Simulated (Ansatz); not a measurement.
**CH5B2ClO2: how energies converge with the basis set**

How large a basis does CH5B2ClO2 need? Two functionals are run in growing sets.

Computed with Ansatz 0.2.0, Gaussian basis. Level: one geometry, several basis sets.

The runs, in order: PBE0-D4/def2-SVP; ωB97M-V/def2-SVP; PBE0-D4/def2-QZVPP; ωB97M-V/def2-QZVPP; the functionals' def2-TZVPP values are taken from earlier runs.

## 1. The geometry

The geometry comes from an earlier relaxation with PBE0-D4 in a triple-zeta def2 set; it is a stationary point, not always the lowest conformer.

11 atoms, charge 0, spin multiplicity 1.

Atoms are counted from 1 here; the program's logs count them from 0.

Bond lengths: B1–C2 1.545 Å, B1–H7 1.190 Å, B1–H8 1.196 Å, C2–O3 1.499 Å, C2–O4 1.378 Å, C2–H9 1.090 Å, O3–H10 0.964 Å, O4–B5 1.346 Å, B5–Cl6 1.745 Å, B5–H11 1.195 Å. Angles: C2–B1–H7 119.0°, C2–B1–H8 117.9°, H7–B1–H8 122.4°, B1–C2–O3 68.0°, B1–C2–O4 122.0°, B1–C2–H9 123.6°, O3–C2–O4 108.2°, O3–C2–H9 109.6°, O4–C2–H9 112.2°, C2–O3–H10 109.4°, C2–O4–B5 121.2°, O4–B5–Cl6 118.4°, O4–B5–H11 122.0°, Cl6–B5–H11 119.7°.

## 2. PBE0-D4 in def2-SVP

The input, in.yaml:

```yaml
crystal:
  periodic: [false, false, false]
  atoms:
    - {symbol: B, position_ang: [-1.291145, -1.031123, -0.637415]}
    - {symbol: C, position_ang: [-0.207946, 0.021283, -0.309973]}
    - {symbol: O, position_ang: [0.384734, -1.330864, -0.569544]}
    - {symbol: O, position_ang: [0.091348, 0.381872, 0.986190]}
    - {symbol: B, position_ang: [0.931475, 1.399686, 1.250492]}
    - {symbol: Cl, position_ang: [1.254037, 1.795843, 2.918757]}
    - {symbol: H, position_ang: [-1.816645, -1.615495, 0.256426]}
    - {symbol: H, position_ang: [-1.678119, -1.104273, -1.766418]}
    - {symbol: H, position_ang: [0.179449, 0.735620, -1.036828]}
    - {symbol: H, position_ang: [0.772590, -1.346835, -1.451866]}
    - {symbol: H, position_ang: [1.445622, 2.037285, 0.380780]}
basis:
  gaussian: {orbitals: def2-SVP}
hamiltonian: {xc: pbe0, dispersion: d4}
output: {orbitals: {seedname: orbitals}}
```

Run with:

```console
> ansatz run in.yaml --threads 4 --pin off --events-out ev --progress --plain --max-ram 10444MiB
```

After this run come: ωB97M-V in def2-SVP; PBE0-D4 in def2-QZVPP; ωB97M-V in def2-QZVPP.

**Question.** What will the summary of the whole plan be? Wanted: PBE0-D4: double and triple zeta above quadruple; ωB97M-V: double and triple zeta above quadruple.

**Answer**, as computed:

| quantity | value |
| --- | --- |
| PBE0-D4: double and triple zeta above quadruple | 12.55, 0.73 eV |
| ωB97M-V: double and triple zeta above quadruple | 12.71, 0.69 eV |

**Reading.** For PBE0-D4 the step from double to triple zeta gains 11.82 eV and the next only 0.73 eV. Total energies overstate the basis error of differences, where much of it tends to cancel. The LUMO of ωB97M-V is positive and keeps falling with the basis (1.64 to 0.85 eV): an unbound level that the basis holds in place.
